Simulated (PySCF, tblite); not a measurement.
# C7H9P2Si−: geometry, infrared bands and NMR shifts

Aim: predict the infrared bands and NMR shifts of C7H9P2Si− (`C=Cc1pc(C=C)c([SiH3])[p-]1`).

Computed with tblite 0.8.0 and PySCF 2.14.0, with density-fitted response routines of our own, on a single molecule in the gas phase. Atoms are numbered from 0 throughout.

### 1 Starting geometry

19 atoms, charge -1, multiplicity 1; geometry from: force field or distance geometry start.

Bonds of the start (Å): C0–C1 1.35, C1–C2 1.42, C2–P3 1.79, P3–C4 1.92, C4–C5 1.44, C5–C6 1.31, C4–C7 1.53, C7–Si8 1.83, C7–P9 1.69, P9–C2 1.55, C0–H10 1.05, C0–H11 1.10, C1–H12 1.10, C5–H13 1.08, C6–H14 1.09, C6–H15 1.09, Si8–H16 1.48, Si8–H17 1.48, Si8–H18 1.44.

### 2 Geometry optimisation with GFN2-xTB

What the job is given:

```
{"job": {"kind": "relax", "xc": "GFN2-xTB", "basis": "xTB"}, "charge": -1, "multiplicity": 1}
C      4.177000    -0.630600    -0.284700
C      3.278400    -0.228500     0.637400
C      1.921300    -0.194000     0.205400
P      0.590400     0.317300     1.287900
C     -1.109100     0.256500     0.406000
C     -2.362300     0.608100     1.024800
C     -2.368700     0.991700     2.278500
C     -0.673700    -0.211400    -0.987500
Si    -1.986200    -0.424500    -2.238600
P      1.002700    -0.445500    -1.023100
H      5.180600    -0.668600     0.018900
H      3.814400    -0.889500    -1.289400
H      3.576800     0.032200     1.660000
H     -3.236900     0.532600     0.396200
H     -1.426700     1.040000     2.830800
H     -3.254500     1.269400     2.845200
H     -1.651800     0.336900    -3.462200
H     -3.257400     0.118700    -1.711700
H     -2.224100    -1.801400    -2.601400
```

Started as:

```console
$ OMP_NUM_THREADS=1 python probes_run.py task.json out
```

This one command runs all jobs of the session in turn.

Output:

```text
step      E/eV     max force
  0    -716.94647   13.312
  1    -719.12174    5.993
  2    -719.72700    2.315
  3    -720.00883    1.874
  4    -720.21544    1.061
  5    -720.30056    1.001
  6    -720.38998    0.795
  7    -720.46378    0.653
  8    -720.51822    0.690
  9    -720.56204    0.558
 10    -720.58768    0.421
 11    -720.59754    0.207
 12    -720.60276    0.200
 13    -720.60833    0.255
 14    -720.61487    0.239
 15    -720.61950    0.139
 16    -720.62165    0.093
 17    -720.62276    0.104
 18    -720.62397    0.127
 19    -720.62539    0.118
 20    -720.62676    0.089
 21    -720.62783    0.075
 22    -720.62867    0.074
 23    -720.62946    0.075
 24    -720.63023    0.077
 25    -720.63096    0.079
 26    -720.63169    0.079
 27    -720.63245    0.072
 28    -720.63315    0.072
 29    -720.63370    0.062
 30    -720.63405    0.047
 31    -720.63427    0.048
 32    -720.63443    0.038
 33    -720.63461    0.044
 34    -720.63483    0.042
 35    -720.63509    0.052
 36    -720.63539    0.054
 37    -720.63570    0.052
 38    -720.63601    0.041
 39    -720.63629    0.041
 40    -720.63654    0.038
 41    -720.63677    0.034
 42    -720.63697    0.035
 43    -720.63714    0.027
 44    -720.63727    0.025
 45    -720.63736    0.027
 46    -720.63744    0.029
 47    -720.63755    0.027
 48    -720.63766    0.021
 49    -720.63776    0.019
 50    -720.63782    0.023
 51    -720.63788    0.025
 52    -720.63796    0.024
 53    -720.63806    0.033
 54    -720.63816    0.031
 55    -720.63826    0.023
 56    -720.63838    0.027
 57    -720.63852    0.030
 58    -720.63865    0.026
 59    -720.63876    0.025
 60    -720.63886    0.032
 61    -720.63905    0.042
 62    -720.63947    0.061
 63    -720.64046    0.098
 64    -720.64156    0.114
 65    -720.64320    0.092
 66    -720.64454    0.080
 67    -720.64522    0.057
 68    -720.64576    0.064
 69    -720.64692    0.082
 70    -720.64777    0.074
 71    -720.64833    0.070
 72    -720.64931    0.082
 73    -720.65082    0.091
 74    -720.65308    0.174
 75    -720.65237    0.258
 76    -720.65653    0.136
 77    -720.65819    0.127
 78    -720.66224    0.181
 79    -720.66460    0.179
 80    -720.66887    0.219
 81    -720.67270    0.192
 82    -720.67590    0.162
 83    -720.67863    0.200
 84    -720.67859    0.202
 85    -720.68235    0.085
 86    -720.68296    0.077
 87    -720.68413    0.079
 88    -720.68491    0.074
 89    -720.68643    0.073
 90    -720.68756    0.063
 91    -720.68820    0.050
 92    -720.68858    0.046
 93    -720.68887    0.037
 94    -720.68916    0.030
 95    -720.68943    0.032
 96    -720.68966    0.032
 97    -720.68987    0.033
 98    -720.69008    0.032
 99    -720.69033    0.037
100    -720.69060    0.039
101    -720.69081    0.039
102    -720.69093    0.026
103    -720.69100    0.020
104    -720.69107    0.023
105    -720.69115    0.024
106    -720.69122    0.024
107    -720.69128    0.020
108    -720.69135    0.022
109    -720.69145    0.032
110    -720.69160    0.042
111    -720.69176    0.042
112    -720.69188    0.030
113    -720.69198    0.028
114    -720.69208    0.036
115    -720.69224    0.045
116    -720.69243    0.041
117    -720.69257    0.032
118    -720.69263    0.030
119    -720.69268    0.022
120    -720.69273    0.021
121    -720.69280    0.014
122    -720.69283    0.009
```

Wall time 1.1 s (1 thread of Arm Neoverse V2, shared host).

The steps of the relaxation: (not every step is listed)

```csv
step,energy from step 0 (eV),largest force (eV/Å)
0,0.0000,13.3119
1,-2.1753,5.9934
2,-2.7805,2.3148
3,-3.0624,1.8736
4,-3.2690,1.0612
5,-3.3541,1.0012
6,-3.4435,0.7946
7,-3.5173,0.6528
8,-3.5718,0.6896
18,-3.6775,0.1267
28,-3.6867,0.0717
38,-3.6895,0.0409
48,-3.6912,0.0208
58,-3.6922,0.0263
68,-3.6993,0.0644
78,-3.7158,0.1807
88,-3.7384,0.0738
98,-3.7436,0.0324
108,-3.7449,0.0217
117,-3.7461,0.0315
118,-3.7462,0.0296
119,-3.7462,0.0218
120,-3.7463,0.0213
121,-3.7463,0.0140
122,-3.7464,0.0086
```

Close pairs (by a distance rule), those that changed most:

```csv
bond,before (Å),after (Å),change (Å)
C2–P9,1.554,1.756,+0.202
P3–C4,1.916,1.759,-0.157
C4–C7,1.533,1.399,-0.134
C7–P9,1.693,1.748,+0.055
C2–P3,1.790,1.749,-0.041
C7–Si8,1.826,1.863,+0.038
Si8–H18,1.444,1.479,+0.035
C0–H10,1.049,1.080,+0.031
```

The end geometry stands in the next job.

### 3 Vibrational analysis with GFN2-xTB

What the job is given:

```
{"job": {"kind": "ir", "xc": "GFN2-xTB", "basis": "xTB"}, "charge": -1, "multiplicity": 1}
C      4.096756    -0.530776    -0.344359
C      3.141514    -0.196164     0.524250
C      1.734766    -0.121932     0.241658
P      0.621879     0.307131     1.520841
C     -0.812408     0.199178     0.508674
C     -2.132164     0.447912     1.028601
C     -2.425487     0.831852     2.270761
C     -0.607584    -0.151959    -0.830400
Si    -1.957039    -0.297934    -2.107132
P      1.039359    -0.442678    -1.338902
H      5.140467    -0.565831    -0.070102
H      3.849276    -0.780547    -1.364262
H      3.415842     0.050044     1.547942
H     -2.941817     0.299861     0.317493
H     -1.644380     0.990100     2.997416
H     -3.440957     0.995029     2.599035
H     -1.396477    -0.636333    -3.419964
H     -2.728512     0.949670    -2.289308
H     -2.962837    -1.337372    -1.799703
```

Output:

```text
mode    cm-1     km/mol
  1      57.2      0.24
  2      76.6      0.25
  3      96.4      0.02
  4     128.3      0.47
  5     133.4      1.87
  6     156.9      0.33
  7     161.7      0.13
  8     225.9      0.05
  9     265.1      0.53
 10     338.1      2.45
 11     343.1      0.56
 12     380.5      2.70
 13     413.1      6.34
 14     425.2      1.82
 15     469.9      0.59
 16     531.1     40.30
 17     549.0     85.22
 18     574.4      0.74
 19     625.8      0.39
 20     645.5      0.04
 21     657.2      0.75
 22     798.7    485.75
 23     804.1     14.28
 24     813.2     45.92
 25     821.2    122.93
 26     825.6    146.17
 27     846.7    223.52
 28     934.5      6.07
 29     977.0      9.35
 30     992.2      5.87
 31     994.2     12.06
 32    1027.7     71.54
 33    1055.6      6.05
 34    1216.8     37.60
 35    1225.0     17.79
 36    1289.8      5.63
 37    1297.0      5.17
 38    1351.1     16.15
 39    1407.1     32.61
 40    1410.8     50.45
 41    1635.4     94.43
 42    1640.8    121.55
 43    2096.1    550.08
 44    2115.2    374.40
 45    2209.1    261.62
 46    2978.4     47.27
 47    2983.6     83.03
 48    3059.8    120.62
 49    3062.2     76.53
 50    3091.2     96.43
 51    3095.5     82.40
```

It took 0.95 s on 1 thread of Arm Neoverse V2, shared host.

The strongest bands and the atoms that carry them (share of the mass-weighted mode):

```csv
cm⁻¹,km/mol,atoms
799,485.8,"H16 29 %, H17 24 %, H18 23 %"
821,122.9,"H16 51 %, H17 21 %, H18 19 %"
826,146.2,"H18 46 %, H17 43 %"
847,223.5,"C4 26 %, C7 21 %, P3 12 %, Si8 11 %"
1641,121.5,"C5 50 %, C6 40 %"
2096,550.1,"H18 62 %, H17 34 %"
2115,374.4,"H17 62 %, H18 34 %"
2209,261.6,H16 96 %
```

### 4 Shielding tensors: PBE0/pcSseg-1

Same as in step 3 but for these lines:

```diff
@@ -1,2 +1,2 @@
-{"job": {"kind": "ir", "xc": "GFN2-xTB", "basis": "xTB"}, "charge": -1, "multiplicity": 1}
+{"job": {"kind": "nmr", "xc": "PBE0", "basis": "pcSseg-1"}, "charge": -1, "multiplicity": 1}
 C      4.096756    -0.530776    -0.344359
```

Method: GIAO PBE0/pcSseg-1 NMR shielding, non-relativistic, gas phase.

Output:

```text
coarse grid: 18056 points
cycle   1  E = -1243.4320023301  dE =  1.384e+00  |g| = 5.451e-01  |ddm| = 4.607e+00
cycle   2  E = -1243.3635014086  dE =  6.850e-02  |g| = 7.407e-01  |ddm| = 1.945e+00
cycle   3  E = -1243.5173606563  dE = -1.539e-01  |g| = 1.647e-01  |ddm| = 1.279e+00
cycle   4  E = -1243.5240046458  dE = -6.644e-03  |g| = 4.637e-02  |ddm| = 2.282e-01
cycle   5  E = -1243.5243751777  dE = -3.705e-04  |g| = 2.906e-02  |ddm| = 8.285e-02
cycle   6  E = -1243.5246074941  dE = -2.323e-04  |g| = 6.712e-03  |ddm| = 3.710e-02
cycle   7  E = -1243.5246173283  dE = -9.834e-06  |g| = 3.705e-03  |ddm| = 1.277e-02
cycle   8  E = -1243.5246211755  dE = -3.847e-06  |g| = 3.843e-04  |ddm| = 4.553e-03
final grid: 162584 points
cycle   9  E = -1243.5857645760  dE = -2.584e-05  |g| = 9.647e-03  |ddm| = 4.188e-02
cycle  10  E = -1243.5857296427  dE =  3.493e-05  |g| = 1.473e-02  |ddm| = 2.808e-02
cycle  11  E = -1243.5857899883  dE = -6.035e-05  |g| = 1.929e-03  |ddm| = 1.933e-02
cycle  12  E = -1243.5857909489  dE = -9.606e-07  |g| = 4.726e-04  |ddm| = 2.766e-03
cycle  13  E = -1243.5857910041  dE = -5.524e-08  |g| = 2.009e-04  |ddm| = 7.235e-04
cycle  14  E = -1243.5857910136  dE = -9.486e-09  |g| = 6.941e-05  |ddm| = 2.733e-04
cycle  15  E = -1243.5857910151  dE = -1.426e-09  |g| = 1.903e-05  |ddm| = 1.150e-04
cycle  16  E = -1243.5857910151  dE = -9.072e-11  |g| = 5.995e-06  |ddm| = 2.446e-05
converged SCF energy = -1243.5857910151

GIAO shielding tensors (ppm)
atom      isotropic    diamagn.    paramagn.     s11        s22        s33       span
  0 C       87.825     254.630    -166.805     -7.079    113.040    157.514    164.593
  1 C       37.792     249.167    -211.375    -80.548     43.321    150.604    231.151
  2 C       -7.537     270.502    -278.039   -148.417    -14.331    140.137    288.553
  3 P       89.858     972.900    -883.042   -132.194     54.476    347.291    479.485
  4 C       14.636     260.222    -245.586    -86.904      2.945    127.865    214.769
  5 C       37.801     255.306    -217.506    -76.112     49.431    140.084    216.196
  6 C       85.603     253.964    -168.361    -10.337    110.906    156.241    166.577
  7 C       40.542     262.956    -222.414    -67.225     38.982    149.870    217.095
  8 Si     443.346     881.688    -438.342    403.925    441.566    484.547     80.623
  9 P      108.792     972.557    -863.765    -90.632     80.950    336.058    426.689
 10 H       27.541      27.590      -0.049     25.473     25.839     31.310      5.837
 11 H       25.584      33.801      -8.217     22.049     25.215     29.489      7.440
 12 H       24.397      30.712      -6.315     21.419     22.862     28.911      7.492
 13 H       24.660      33.129      -8.469     21.673     21.819     30.489      8.816
 14 H       25.600      33.685      -8.084     21.689     25.448     29.663      7.974
 15 H       27.383      28.751      -1.368     25.397     25.519     31.233      5.836
 16 H       27.371      29.861      -2.490     23.095     27.138     31.880      8.786
 17 H       27.132      29.966      -2.833     23.622     25.386     32.388      8.766
 18 H       27.098      29.968      -2.871     23.639     25.260     32.395      8.757
```

It took 56 s on 1 thread of Arm Neoverse V2, shared host; peak memory 1.1 GiB.

The references, computed at this level on geometries of the same kind, shield at (ppm): 1H TMS 31.72, 13C TMS 186.9, 29Si TMS 349.2, 31P H3PO4 318.4. Their shielding less the atom's gives the shift. The references are single molecules in the gas phase, so shifts against H2O, NH3, PH3, H3PO4 or CFCl3 are not on the usual liquid scales and can be off by tens of ppm. Atoms listed in one row are averaged.

```csv
atoms,environment,σ (ppm),δ (ppm)
C2,substituted aromatic carbon,-7.5,194.5
C4,substituted aromatic carbon,14.6,172.3
C1,alkene CH,37.8,149.1
C5,alkene CH,37.8,149.1
C7,substituted aromatic carbon,40.5,146.4
C6,terminal =CH2 carbon,85.6,101.3
C0,terminal =CH2 carbon,87.8,99.1
H12,hydrogen on an alkene CH,24.40,7.32
H13,hydrogen on an alkene CH,24.66,7.06
H11,hydrogen on a terminal =CH2 carbon,25.58,6.13
H14,hydrogen on a terminal =CH2 carbon,25.60,6.12
"H16, H17, H18",hydrogen on a silicon bonded to C,27.20,4.52
H15,hydrogen on a terminal =CH2 carbon,27.38,4.33
H10,hydrogen on a terminal =CH2 carbon,27.54,4.18
P3,"phosphorus bonded to 2 C, in a 5-membered ring",89.9,228.5
P9,"phosphorus bonded to 2 C, in a 5-membered ring",108.8,209.6
Si8,"silicon bonded to C, 3 H",443.3,-94.2
```

The run also stored atomic charges by several schemes (e):

```csv
atoms,Mulliken,IAO,Hirshfeld,ESP fit
C0,-0.20,-0.38,-0.16,-0.48
C1,-0.09,-0.11,-0.07,-0.20
C2,-0.70,-0.47,-0.16,0.29
P3,0.32,0.16,-0.07,-0.48
C4,-0.31,-0.25,-0.11,0.21
C5,-0.17,-0.11,-0.06,-0.19
C6,-0.18,-0.38,-0.16,-0.46
C7,-0.64,-0.53,-0.19,-0.19
Si8,0.51,0.57,0.24,0.36
P9,0.30,0.16,-0.08,-0.40
```

Mayer bond orders: C0–C1 1.88, C1–C2 1.15, C2–P3 1.25, P3–C4 1.23, C4–C5 1.12, C5–C6 1.91, C4–C7 1.37, C7–Si8 0.96, C7–P9 1.27, P9–C2 1.22.

Ring of atoms C2, P3, C4, C7, P9: NICS(0) -7.1, NICS(1) -9.1, NICS(1)zz -20.5 ppm (means of both faces).

### 5 Summary of results

| quantity | value |
| --- | --- |
| strongest single infrared mode (GFN2-xTB) | 2096 cm⁻¹, 550 km/mol |
| zero-point energy (GFN2-xTB) | 79.1 kcal/mol |
| 13C shifts against TMS (PBE0/pcSseg-1) | 194.5, 172.3, 149.1, 149.1, 146.4, 101.3, 99.1 ppm |
| 1H shifts against TMS (PBE0/pcSseg-1, means over atoms taken as alike) | 7.32, 7.06, 6.13, 6.12, 4.52, 4.33, 4.18 ppm |
| 31P shifts against H3PO4 (PBE0/pcSseg-1) | 228.5, 209.6 ppm |
| 29Si shifts against TMS (PBE0/pcSseg-1) | -94.2 ppm |

**Reading.** The optimisation took 122 steps and gained 3.746 eV; among the close pairs (by a distance rule), C2–P9 changed most, from 1.554 to 1.756 Å. No mode is imaginary among the 51: a minimum at this level. The strongest single mode, at 2096 cm⁻¹, moves mainly H18 and H17. GFN2-xTB is a fitted tight-binding method: band positions and strengths are rough. Its intensities can rank the bands wrongly. At PBE0/pcSseg-1: The widest tensor belongs to P3: span 479 ppm, with a paramagnetic part of -883 ppm. NICS(1)zz of -21 ppm above the planar ring from C2 marks a diatropic (aromatic) ring current.
